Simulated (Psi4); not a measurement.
# GaF (SMILES [F][Ga]): SPW92/LANL2DZ (density fitting, core potential, Cartesian functions)

What is the electrostatic solvation energy at fixed shape (IEF-PCM, cyclohexane) of GaF at SPW92/LANL2DZ (density fitting, core potential, Cartesian functions)? 

Program for the calculation: Psi4 1.11.

2 further runs of the same task are left out: 2 for a known fault of the program.

### Step 1. The molecule

GaF has 2 atoms, charge 0, and is taken as a singlet. As SMILES, `[F][Ga]`. The shape comes from GFN2-xTB, which is rough for such elements, and wasn't checked as a minimum.

Bond lengths: F1–Ga2 1.799 Å.

### Step 2. The energy at SPW92/LANL2DZ (density fitting, core potential, Cartesian functions)

Input file input.dat:

```
memory 1.6 GB

molecule {
  0 1
  F
  Ga 1 1.79915
  symmetry c1
  no_reorient
  no_com
}


energy("spw92/LANL2DZ")
```

Launch:

```console
$ psi4 input.dat output.dat -n 1
```

output.dat:

```text
[...]
    !!!  WARNING: ECP capability is in beta. Please check occupations closely.  !!!
[...]
  Running in c1 symmetry.
[...]
  Nuclear repulsion =    7.941408269510601
[...]
  Multiplicity = 1
[...]
  Nalpha       = 6
  Nbeta        = 6
[...]
    Number of basis functions: 17
[...]
   @DF-RKS iter   1:  -101.21161183221356   -2.43507e-01   2.97791e-02 DIIS/ADIIS
[...]
   @DF-RKS iter   8:  -101.31906138255900   -7.26473e-10   1.89942e-07 DIIS
[...]
    Orbital Energies [Eh]
    ---------------------
    Doubly Occupied:
       1A    -24.035484     2A     -0.986480     3A     -0.372554
       4A     -0.306429     5A     -0.306429     6A     -0.240336
[...]
  @DF-RKS Final Energy:  -101.31906138255900
   => Energetics <=
    Nuclear Repulsion Energy =              7.9414082695106014
    One-Electron Energy =                -158.8599443316801398
    Two-Electron Energy =                  60.1003807169125253
    DFT Exchange-Correlation Energy =     -10.5009060373019665
    Empirical Dispersion Energy =           0.0000000000000000
    VV10 Nonlocal Energy =                  0.0000000000000000
    Total Energy =                       -101.3190613825589992
[...]
 Multipole Moments:
 ------------------------------------------------------------------------------------
     Multipole            Electronic (a.u.)      Nuclear  (a.u.)        Total (a.u.)
 ------------------------------------------------------------------------------------
 L = 1.  Multiply by 2.5417464519 to convert [e a0] to [Debye]
 Dipole X            :         -0.0000053            0.0000000           -0.0000053
 Dipole Y            :         -0.0000014            0.0000000           -0.0000014
 Dipole Z            :         22.7152902          -21.7833975            0.9318927
 Magnitude           :                                                    0.9318927
[...]
```

Wall time 3.9 s (1 thread of Intel Xeon Platinum 8259CL at 2.50GHz (Skylake/Cascade Lake), shared host); peak memory 0.22 GiB.

### Step 3. A single-point energy at SPW92/LANL2DZ (density fitting, core potential, Cartesian functions, IEF-PCM cyclohexane)

Input file input.inp:

```
memory 1.6 GB

molecule {
  0 1
  F      0.00000000     0.00000000     0.00000000
  Ga     0.00000000     0.00000000     3.39990076
  units bohr
  symmetry c1
  no_reorient
  no_com
}

set pcm true

pcm = {
  Units = Angstrom
  Medium {
    SolverType = IEFPCM
    Solvent = Cyclohexane
  }
  Cavity {
    Type = GePol
    RadiiSet = UFF
    Scaling = False
    Area = 0.3
    Mode = Implicit
  }
}

energy("spw92/LANL2DZ")
print_variables()
```

Launch:

```console
$ psi4 input.inp input.out -n 1
```

input.out:

```text
[...]
    !!!  WARNING: ECP capability is in beta. Please check occupations closely.  !!!
[...]
  Running in c1 symmetry.
[...]
  Nuclear repulsion =    7.941408266281278
[...]
  Multiplicity = 1
[...]
  Nalpha       = 6
  Nbeta        = 6
[...]
    Number of basis functions: 17
[...]
   @DF-RKS iter   1:  -101.22224996601091   -2.50378e-01   2.94760e-02 DIIS/ADIIS
[...]
   @DF-RKS iter   8:  -101.32390250857179   -3.87089e-10   3.68408e-08 DIIS
[...]
    Orbital Energies [Eh]
    ---------------------
    Doubly Occupied:
       1A    -24.035039     2A     -0.986761     3A     -0.372408
       4A     -0.307615     5A     -0.307615     6A     -0.234237
[...]
  @DF-RKS Final Energy:  -101.32390250857179
   => Energetics <=
    Nuclear Repulsion Energy =              7.9414082662812779
    One-Electron Energy =                -158.9373877299498190
    Two-Electron Energy =                  60.1842544057155848
    DFT Exchange-Correlation Energy =     -10.5070542358802133
    Empirical Dispersion Energy =           0.0000000000000000
    VV10 Nonlocal Energy =                  0.0000000000000000
    PCM Polarization Energy =              -0.0051232147386365
    Total Energy =                       -101.3239025085717913
[...]
 Multipole Moments:
 ------------------------------------------------------------------------------------
     Multipole            Electronic (a.u.)      Nuclear  (a.u.)        Total (a.u.)
 ------------------------------------------------------------------------------------
 L = 1.  Multiply by 2.5417464519 to convert [e a0] to [Debye]
 Dipole X            :          0.0000000            0.0000000            0.0000000
 Dipole Y            :          0.0000001            0.0000000            0.0000001
 Dipole Z            :         -9.1637767           10.1997023            1.0359256
 Magnitude           :                                                    1.0359256
[...]
```

Run time: 4.8 s. Hardware: 1 thread of Intel Xeon Platinum 8259CL at 2.50GHz (Skylake/Cascade Lake), shared host; peak memory 0.22 GiB.

### Step 4. Results

At SPW92/LANL2DZ (density fitting, core potential, Cartesian functions):

```
                                        quantity          value
                         gas phase: total energy  -101.31906 Eh
                        gas phase: dipole moment         2.37 D
                          gas phase: HOMO energy       -6.54 eV
                          gas phase: LUMO energy       -2.16 eV
                        gas phase: HOMO–LUMO gap        4.38 eV
              IEF-PCM, cyclohexane: total energy  -101.32390 Eh
             IEF-PCM, cyclohexane: dipole moment         2.63 D
               IEF-PCM, cyclohexane: HOMO energy       -6.37 eV
               IEF-PCM, cyclohexane: LUMO energy       -1.92 eV
             IEF-PCM, cyclohexane: HOMO–LUMO gap        4.45 eV
IEF-PCM, cyclohexane: solvent term in the energy   -13.5 kJ/mol
energy change from gas to solvent at fixed shape      -0.132 eV
```

In words: The solvent model (IEF-PCM, cyclohexane) lowers the energy by 0.13 eV (−3.0 kcal/mol) at the same shape. It holds the electrostatic part alone, without cavity or dispersion terms.
